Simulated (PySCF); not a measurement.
# Eu(OH)3: forces at shaken geometries

Aim: move all atoms of relaxed Eu(OH)3 at random and read energies and forces. The structure is generated, not taken from experiment.

Computed with PySCF 2.14.0. Level: PBE, Eu lcecp-1-SVP with ECP52, O def2-SVP, H def2-SVP; scalar-relativistic core potentials, no spin–orbit coupling.

3 further runs of the same task are left out: 1 for a known fault of the program, 2 that didn't finish.

## (1) The system as given

7 atoms, charge 0, spin multiplicity 1.

Bond lengths: Eu1–O2 2.090 Å, Eu1–O4 2.090 Å, Eu1–O6 2.090 Å, O2–H3 0.967 Å, O4–H5 0.967 Å, O6–H7 0.967 Å. Angles: O2–Eu1–O4 118.7°, O2–Eu1–O6 118.7°, O4–Eu1–O6 118.7°, Eu1–O2–H3 174.4°, Eu1–O4–H5 174.4°, Eu1–O6–H7 174.4°.

As a file:

```xyz
7
charge 0, multiplicity 1
Eu    0.00000    0.00000   -0.14732
O     2.07638    0.00001    0.09180
H     3.02200    0.00002    0.29520
O    -1.03820    1.79820    0.09180
H    -1.51102    2.61712    0.29520
O    -1.03818   -1.79821    0.09180
H    -1.51099   -2.61714    0.29520
```

Formal oxidation states: Eu +3. Each metal's 6 4f electrons lie in its core potential, so multiplicities, spins and levels count the valence alone. An earlier session relaxed this geometry at PBE, Eu lcecp-1-SVP with ECP52, O def2-SVP, H def2-SVP (singlet, point group C3v).

Its energy there is -262.571440 Eh.

## (2) Atoms moved at random, σ = 0.15 Å

run.py (the lines that set the calculation) reads:

```python
mol = gto.M(atom='''
Eu    -0.07533     0.19864    -0.31818
O      2.00905    -0.28600     0.30860
H      2.99504    -0.09650     0.70106
O     -0.85085     1.67402     0.04242
H     -1.54763     2.90664     0.03794
O     -0.91336    -1.71207    -0.07677
H     -1.61691    -2.68473     0.31860''',
    basis={'Eu': 'lcecp-1-SVP', 'O': 'def2-SVP', 'H': 'def2-SVP'},
    ecp={'Eu': 'lcecp-1-SVP'},
    charge=0, spin=0)
mf = dft.RKS(mol, xc='PBE')
mf.grids.atom_grid = (50, 194)  # f atoms: unpruned, at least (60, 302)
mf = mf.density_fit()  # fitting sets: Eu AutoAux, O def2-universal-JKFIT, H def2-universal-JKFIT
mf.conv_tol = 1e-08; mf.max_cycle = 55
mf.kernel(dm0)  # dm0: the density of the relaxed state
```

The run is started by

```
> OMP_NUM_THREADS=2 python run.py
```

Standard output:

```text
init E= -262.126441905767
  HOMO = -0.352985343824871  LUMO = -0.270078285380041  gap/eV = 2.25602
cycle= 1 E= -262.263645708906  delta_E= -0.137  |g|= 0.633  |ddm|= 1.31
  HOMO = -0.0642917539332717  LUMO = -0.0597361718570673  gap/eV = 0.12396
cycle= 2 E= -260.624987420791  delta_E= 1.64  |g|= 2.59  |ddm|= 2.75
  HOMO = -0.188702840909234  LUMO = -0.064711166603395  gap/eV = 3.37399
cycle= 3 E= -262.267093777135  delta_E= -1.64  |g|= 0.615  |ddm|= 2.59
  HOMO = -0.171732345340608  LUMO = -0.106711352414838  gap/eV = 1.76931
cycle= 4 E= -262.341701549008  delta_E= -0.0746  |g|= 0.211  |ddm|= 0.545
  HOMO = -0.170023056078148  LUMO = -0.118542453881879  gap/eV = 1.40086
cycle= 5 E= -262.348265754651  delta_E= -0.00656  |g|= 0.0854  |ddm|= 0.251
  HOMO = -0.175277118914952  LUMO = -0.112791876971588  gap/eV = 1.70031
cycle= 6 E= -262.350542016501  delta_E= -0.00228  |g|= 0.0281  |ddm|= 0.135
  HOMO = -0.175238231768281  LUMO = -0.112420340884395  gap/eV = 1.70936
cycle= 7 E= -262.350698539614  delta_E= -0.000157  |g|= 0.0163  |ddm|= 0.0319
  HOMO = -0.175836704780133  LUMO = -0.112901976291937  gap/eV = 1.71254
cycle= 8 E= -262.350747810885  delta_E= -4.93e-05  |g|= 0.00622  |ddm|= 0.0164
  HOMO = -0.176430583397151  LUMO = -0.112881365153683  gap/eV = 1.72926
cycle= 9 E= -262.350758921991  delta_E= -1.11e-05  |g|= 0.000998  |ddm|= 0.00732
  HOMO = -0.176492752195509  LUMO = -0.112785541448709  gap/eV = 1.73356
cycle= 10 E= -262.350759271761  delta_E= -3.5e-07  |g|= 0.000155  |ddm|= 0.00175
  HOMO = -0.176493801979142  LUMO = -0.112808241539014  gap/eV = 1.73297
cycle= 11 E= -262.350759281019  delta_E= -9.26e-09  |g|= 3.08e-05  |ddm|= 0.000294
  HOMO = -0.176488611984782  LUMO = -0.112800583818128  gap/eV = 1.73304
Extra cycle  E= -262.350759280538  delta_E= 4.81e-10  |g|= 5.5e-05  |ddm|= 0.000107
converged SCF energy = -262.350759280538
```

Wall time 6.1 s (2 threads of AMD EPYC 7R43 (Zen 3), shared host).

Read off: E = -262.350759 Eh (+6.005 eV from the relaxed state), HOMO -4.80 eV, LUMO -3.07 eV, Mulliken charge on Eu1 +0.64 e, largest force component 16.714 eV/Å. 

```
atom      Fx       Fy  Fz (eV/Å)
 Eu1   8.386  -13.332     -2.581
  O2   2.401    1.327      0.963
  H3  -3.538   -0.612     -1.349
  O4  -9.092   16.714      2.667
  H5   2.384   -4.201      0.315
  O6  -3.779   -4.431      1.818
  H7   3.237    4.536     -1.833
```

## (3) Atoms moved at random, σ = 0.03 Å

run.py (the lines that set the calculation) reads:

```python
mol = gto.M(atom='''
Eu    -0.00810    -0.01031    -0.17477
O      2.05129    -0.01841     0.11777
H      3.04754     0.05777     0.27540
O     -1.05100     1.75708     0.08600
H     -1.50158     2.60289     0.28692
O     -1.02624    -1.77781     0.08595
H     -1.51190    -2.61121     0.33640''',
    basis={'Eu': 'lcecp-1-SVP', 'O': 'def2-SVP', 'H': 'def2-SVP'},
    ecp={'Eu': 'lcecp-1-SVP'},
    charge=0, spin=0)
mf = dft.RKS(mol, xc='PBE')
mf.grids.atom_grid = (50, 194)  # f atoms: unpruned, at least (60, 302)
mf = mf.density_fit()  # fitting sets: Eu AutoAux, O def2-universal-JKFIT, H def2-universal-JKFIT
mf.conv_tol = 1e-08; mf.max_cycle = 55
mf.kernel(dm0)  # dm0: the density of the relaxed state
```

The run is started by

```
> OMP_NUM_THREADS=2 python run.py
```

Standard output:

```text
init E= -262.551461538703
  HOMO = -0.224836826994376  LUMO = -0.0777459254169024  gap/eV = 4.00255
cycle= 1 E= -262.567096588918  delta_E= -0.0156  |g|= 0.0637  |ddm|= 0.193
  HOMO = -0.200871287112948  LUMO = -0.0713720570439484  gap/eV = 3.52385
cycle= 2 E= -262.562785824689  delta_E= 0.00431  |g|= 0.157  |ddm|= 0.153
  HOMO = -0.214745212820953  LUMO = -0.0705172753125929  gap/eV = 3.92464
cycle= 3 E= -262.567980403395  delta_E= -0.00519  |g|= 0.0159  |ddm|= 0.112
  HOMO = -0.21467154279425  LUMO = -0.0705178428946382  gap/eV = 3.92262
cycle= 4 E= -262.568019300014  delta_E= -3.89e-05  |g|= 0.00604  |ddm|= 0.0135
  HOMO = -0.2144892805451  LUMO = -0.0706565920829689  gap/eV = 3.91389
cycle= 5 E= -262.568026689252  delta_E= -7.39e-06  |g|= 0.0016  |ddm|= 0.00519
  HOMO = -0.214615525351115  LUMO = -0.0707221058360759  gap/eV = 3.91554
cycle= 6 E= -262.56802720576  delta_E= -5.17e-07  |g|= 0.000295  |ddm|= 0.00143
  HOMO = -0.214610024919213  LUMO = -0.070700180042973  gap/eV = 3.91599
cycle= 7 E= -262.568027228465  delta_E= -2.27e-08  |g|= 0.000112  |ddm|= 0.000404
  HOMO = -0.214611325796273  LUMO = -0.0707020418378761  gap/eV = 3.91597
cycle= 8 E= -262.568027230829  delta_E= -2.36e-09  |g|= 4.68e-05  |ddm|= 9.84e-05
  HOMO = -0.214616940007636  LUMO = -0.0707039452449365  gap/eV = 3.91607
Extra cycle  E= -262.568027228239  delta_E= 2.59e-09  |g|= 0.000122  |ddm|= 0.000115
converged SCF energy = -262.568027228239
```

Run time: 5.3 s. Hardware: 2 threads of AMD EPYC 7R43 (Zen 3), shared host.

It gives: E = -262.568027 Eh (+0.093 eV from the relaxed state), HOMO -5.84 eV, LUMO -1.92 eV, Mulliken charge on Eu1 +0.85 e, largest force component 2.190 eV/Å. 

```
atom      Fx      Fy  Fz (eV/Å)
 Eu1   0.348   0.180     -0.151
  O2   2.190   0.188      0.251
  H3  -1.947  -0.173     -0.249
  O4  -0.492   0.928      0.159
  H5   0.257  -0.525     -0.108
  O6  -1.019  -1.729      0.454
  H7   0.662   1.131     -0.357
```

## (4) Atoms moved at random, σ = 0.15 Å

run.py (the lines that set the calculation) reads:

```python
mol = gto.M(atom='''
Eu     0.13703     0.06762    -0.03813
O      1.87370    -0.16423     0.08915
H      2.87509    -0.15558     0.10062
O     -0.89790     1.88525     0.08396
H     -1.55771     2.56348     0.28253
O     -0.96682    -1.82910     0.05712
H     -1.46338    -2.36744     0.43841''',
    basis={'Eu': 'lcecp-1-SVP', 'O': 'def2-SVP', 'H': 'def2-SVP'},
    ecp={'Eu': 'lcecp-1-SVP'},
    charge=0, spin=0)
mf = dft.RKS(mol, xc='PBE')
mf.grids.atom_grid = (50, 194)  # f atoms: unpruned, at least (60, 302)
mf = mf.density_fit()  # fitting sets: Eu AutoAux, O def2-universal-JKFIT, H def2-universal-JKFIT
mf.conv_tol = 1e-08; mf.max_cycle = 55
mf.kernel(dm0)  # dm0: the density of the relaxed state
```

The run is started by

```
> OMP_NUM_THREADS=2 python run.py
```

Standard output:

```text
init E= -262.563183096547
  HOMO = -0.231408777730191  LUMO = -0.0903010936664899  gap/eV = 3.83974
cycle= 1 E= -262.463698930357  delta_E= 0.0995  |g|= 0.208  |ddm|= 1.02
  HOMO = -0.147334144478582  LUMO = -0.0618971568709661  gap/eV = 2.32486
cycle= 2 E= -262.437056959866  delta_E= 0.0266  |g|= 0.419  |ddm|= 0.613
  HOMO = -0.193926938106191  LUMO = -0.0648189492230138  gap/eV = 3.51321
cycle= 3 E= -262.472425605036  delta_E= -0.0354  |g|= 0.0943  |ddm|= 0.369
  HOMO = -0.190660822260208  LUMO = -0.0693664196282775  gap/eV = 3.30059
cycle= 4 E= -262.474427001184  delta_E= -0.002  |g|= 0.0134  |ddm|= 0.106
  HOMO = -0.190441631958881  LUMO = -0.0685203532922287  gap/eV = 3.31765
cycle= 5 E= -262.474463930275  delta_E= -3.69e-05  |g|= 0.00543  |ddm|= 0.0153
  HOMO = -0.190357443123105  LUMO = -0.0685030036634942  gap/eV = 3.31583
cycle= 6 E= -262.474468622587  delta_E= -4.69e-06  |g|= 0.00223  |ddm|= 0.00527
  HOMO = -0.190467656386363  LUMO = -0.068564506404865  gap/eV = 3.31715
cycle= 7 E= -262.474469633796  delta_E= -1.01e-06  |g|= 0.000343  |ddm|= 0.00176
  HOMO = -0.190435679552604  LUMO = -0.0685557972520492  gap/eV = 3.31652
cycle= 8 E= -262.474469651196  delta_E= -1.74e-08  |g|= 0.000221  |ddm|= 0.000416
  HOMO = -0.190455243016178  LUMO = -0.0685531792702641  gap/eV = 3.31712
cycle= 9 E= -262.474469661034  delta_E= -9.84e-09  |g|= 2.71e-05  |ddm|= 0.000168
  HOMO = -0.190454955945931  LUMO = -0.0685548858460479  gap/eV = 3.31707
Extra cycle  E= -262.474469660407  delta_E= 6.26e-10  |g|= 6.17e-05  |ddm|= 6.28e-05
converged SCF energy = -262.474469660407
```

Wall time 6.2 s (2 threads of AMD EPYC 7R43 (Zen 3), shared host).

Read off: E = -262.474470 Eh (+2.639 eV from the relaxed state), HOMO -5.18 eV, LUMO -1.87 eV, Mulliken charge on Eu1 +0.71 e, largest force component 13.819 eV/Å. 

```csv
atom,Fx,Fy,Fz (eV/Å)
Eu1,-13.307,-0.180,-1.201
O2,13.819,-1.187,0.837
H3,-0.996,-0.135,0.123
O4,-0.128,0.558,0.204
H5,0.066,0.161,-0.054
O6,7.946,8.957,-5.368
H7,-7.400,-8.174,5.460
```

## (5) Results

| σ (Å) | energy rise (eV) | harmonic estimate −½ F·u (eV) | largest force component (eV/Å) |
| --- | --- | --- | --- |
| 0.15 | 6.005 | 5.356 | 16.71 |
| 0.03 | 0.093 | 0.094 | 2.19 |
| 0.15 | 2.639 | 2.774 | 13.82 |

Every displacement raises the energy. For a harmonic well the rise equals −½ F·u; the two differ by at most 11 % here (a move with σ = 0.15 Å), from anharmonicity, the grid and the small forces left at the relaxed point. The bases are small and lack diffuse functions. Spin–orbit coupling is left out.
